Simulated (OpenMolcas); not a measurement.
# AlI (iodoaluminum) at Slater/ANO-RCC-VTZP (sfX2C)

What is the vertical ionisation energy of AlI (iodoaluminum) at Slater/ANO-RCC-VTZP (sfX2C)? 

The results are computed with OpenMolcas 26.06.

## 1. Starting point

The species is AlI (2 atoms), meant as a singlet with charge 0. SMILES: `[Al][I]`. Geometry: the measured bond length.

Bond lengths: Al1–I2 2.537 Å.

## 2. Energy and gradient at Slater/ANO-RCC-VTZP (sfX2C)

coord.xyz

```xyz
2

Al     0.000000     0.000000     0.000000
I      0.000000     0.000000     2.537102
```

job.input

```
* AlI Kohn-Sham DFT
>>> EXPORT MOLCAS_PRINT=2

&GATEWAY
 Coord
 coord.xyz
 Basis
 ANO-RCC-VTZP
 Group
 NoSym
 RX2C

&SEWARD
 Expert

&SCF
 KSDFT
 HFS
 PrOrbitals
 0

&ALASKA
```

Run with:

```
$ export MOLCAS_MEM=1860
$ pymolcas job.input > job.log
```

Log:

```text
--- Start Module: gateway ---
[...]
--- Stop Module: gateway /rc=_RC_ALL_IS_WELL_ ---
[...]
 ###    WARNING:  EXPERT option is ON!                                       ###
 ###############################################################################
               SEWARD will generate:
[...]
      Basis functions          102
[...]
--- Start Module: scf ---
[...]
       Convergence after  12 Iterations
[...]
::    Total KS-DFT energy                           -7344.8867616299
[...]
      Total spin, S                                     0.0000000000
[...]
      Total electronic charge=   66.000000
      Total            charge=   -0.000000
[...]
      Dipole Moment (debye):
      Origin of the operator (angstrom)=    0.0000    0.0000    2.0923
                   X= -2.6276E-13               Y= -3.5376E-13               Z= -1.6210E+00           Total=  1.6210E+00
      Quadrupole Moment (debye*angstrom):
[...]
--- Stop Module: scf /rc=_RC_ALL_IS_WELL_ ---
[...]
--- Start Module: alaska ---
[...]
 *              Molecular gradients               *
 **************************************************
  Irreducible representation: a
 ------------------------------------------------------------------------------------------
                              X                       Y                       Z
 ------------------------------------------------------------------------------------------
  AL1              -1.63998625898161E-14    1.87426427014929E-14    6.40963401485095E-03
  I2                1.63996455376239E-14   -1.87321261389436E-14   -6.40963401492201E-03
 ------------------------------------------------------------------------------------------
--- Stop Module: alaska /rc=_RC_ALL_IS_WELL_ ---
[...]
```

It took 47 s on 1 thread of Intel Xeon 6975P-C (Granite Rapids), shared host; peak memory 0.6 GiB.

## 3. The doublet cation, same level

coord.xyz is that of step 2.

job.inp

```
* AlI Kohn-Sham DFT
&gateway
coord = coord.xyz
basis = ANO-RCC-VTZP
group = NoSym
rx2c
&seward
expert
&scf
uhf
charge = 1
spin = 2
ksdft = HFS
prorbitals = 0
&alaska
```

Run with:

```
$ export MOLCAS_MEM=1860
$ pymolcas job.inp > job.log
```

Log:

```text
--- Start Module: gateway ---
[...]
--- Stop Module: gateway /rc=_RC_ALL_IS_WELL_ ---
[...]
 ###    WARNING:  EXPERT option is ON!                                       ###
 ###############################################################################
               SEWARD will generate:
[...]
      Basis functions          102
[...]
--- Start Module: scf ---
[...]
       Convergence after  18 Iterations
[...]
::    Total KS-DFT energy                           -7344.6080136567
[...]
      Total spin, S                                     0.5033776207
[...]
      Total electronic charge=   65.000000
      Total            charge=    1.000000
[...]
      Dipole Moment (debye):
      Origin of the operator (angstrom)=    0.0000    0.0000    2.0923
                   X=  8.8995E-14               Y=  1.9303E-13               Z= -7.4817E+00           Total=  7.4817E+00
      Center of Charge (angstrom)
[...]
--- Stop Module: scf /rc=_RC_ALL_IS_WELL_ ---
[...]
--- Start Module: alaska ---
[...]
 *              Molecular gradients               *
 **************************************************
  Irreducible representation: a
 ------------------------------------------------------------------------------------------
                              X                       Y                       Z
 ------------------------------------------------------------------------------------------
  AL1              -1.18690569398526E-14    5.07278840041325E-15   -1.97999985431636E-02
  I2                1.18666717083088E-14   -5.06921061265359E-15    1.97999985431210E-02
 ------------------------------------------------------------------------------------------
--- Stop Module: alaska /rc=_RC_ALL_IS_WELL_ ---
[...]
```

Wall time 48 s (1 thread of Intel Xeon 6975P-C (Granite Rapids), shared host); peak memory 0.6 GiB.

## 4. Summary of results

At Slater/ANO-RCC-VTZP (sfX2C):

| quantity | value |
| --- | --- |
| singlet AlI: total energy | -7344.88676 Eh |
| singlet AlI: dipole moment | 1.62 D |
| singlet AlI: HOMO energy | -4.85 eV |
| singlet AlI: LUMO energy | -1.74 eV |
| singlet AlI: HOMO–LUMO gap | 3.11 eV |
| singlet AlI: largest force on an atom | 0.330 eV/Å |
| doublet cation: total energy | -7344.60801 Eh |
| doublet cation: HOMO energy (highest over α and β) | -11.32 eV |
| doublet cation: LUMO energy (lowest over α and β) | -10.19 eV |
| doublet cation: ⟨S²⟩ | 0.757 |
| doublet cation: largest force on an atom | 1.018 eV/Å |
| vertical ionisation energy (to the doublet cation) | 7.585 eV |

**Reading.** Removing an electron at fixed nuclei costs 7.59 eV (732 kJ/mol). The largest force (singlet AlI) is 0.33 eV/Å: the shape isn't a stationary point for this species at this level. −ε(HOMO) before ionisation, 4.85 eV, is 2.74 eV below this ionisation energy.
